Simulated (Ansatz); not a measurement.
# Sc2GaSbAs2: the cost of one run

Computed with Ansatz 0.2.0 (DFT PBE, scalar-relativistic, plane waves, PAW, unless a step's input says otherwise).

**1. Starting point**

Symmetry: P4/mmm, No. 123, tetragonal system. Conventional cell: a = 6.677 Å, b = 6.677 Å, c = 5.780 Å, α = 90.00°, β = 90.00°, γ = 90.00°. Sc (site symmetry mmm) is surrounded by 4 As at 3.86 Å and 4 Ga at 4.42 Å and 4 Sb at 4.42 Å. Ga (site symmetry 4/mmm) is surrounded by 2 As at 0.95 Å. Sb (site symmetry 4/mmm) is surrounded by 8 Sc at 4.42 Å. As (site symmetry 4mm) has 1 Ga at 0.95 Å in its first shell of neighbours.

Coordinates:

```cif
data_structure
_symmetry_space_group_name_H-M 'P 1'
_symmetry_Int_Tables_number 1
_cell_length_a 6.6768
_cell_length_b 6.6768
_cell_length_c 5.7799
_cell_angle_alpha 90.000
_cell_angle_beta 90.000
_cell_angle_gamma 90.000
_cell_volume 257.66
loop_
_atom_site_label
_atom_site_type_symbol
_atom_site_fract_x
_atom_site_fract_y
_atom_site_fract_z
_atom_site_occupancy
Sc1 Sc 0.00000 0.50000 0.00000 1
Sc2 Sc 0.50000 0.00000 0.00000 1
Ga1 Ga 0.00000 0.00000 0.50000 1
Sb1 Sb 0.50000 0.50000 0.50000 1
As1 As 0.00000 0.00000 0.33514 1
As2 As 0.00000 0.00000 0.66486 1
```

Recipe of the guess: random cell by space group and Wyckoff sites (P4/mmm, No. 123). Lengths come from tabulated atomic sizes and are only a guess.

**2. Probe: one point on a coarse mesh**

Contents of input.yaml:

```yaml
crystal:
  lattice:
    - [6.67678093, 0.0, 0.0]
    - [0.0, 6.67678093, 0.0]
    - [0.0, 0.0, 5.77989061]
  atoms:
    - { symbol: Sc, position: [0.0, 0.5, 0.0] }
    - { symbol: Sc, position: [0.5, 0.0, 0.0] }
    - { symbol: Ga, position: [0.0, 0.0, 0.5] }
    - { symbol: Sb, position: [0.5, 0.5, 0.5] }
    - { symbol: As, position: [0.0, 0.0, 0.33514215] }
    - { symbol: As, position: [0.0, 0.0, 0.66485785] }
basis:
  ecutwfc: 420
kpoints:
  mp_grid: { grid: [4, 4, 4] }
hamiltonian:
  xc: pbe
scf:
  occupations: { method: gaussian, width: 0.1 }
  lower_state_search: "off"
output:
  forces: true
  stress: true
  eigenvalues: true
```

Command:

```
ansatz run input.yaml --threads 1 --pin off --max-ram 2560MiB --backend cpu --events-out ev --progress --plain --runs-dir out
```

Q: Estimate wall time and peak memory on 1 thread of Arm Neoverse V2, shared host.

About 77 s, with a peak of 0.6 GiB.
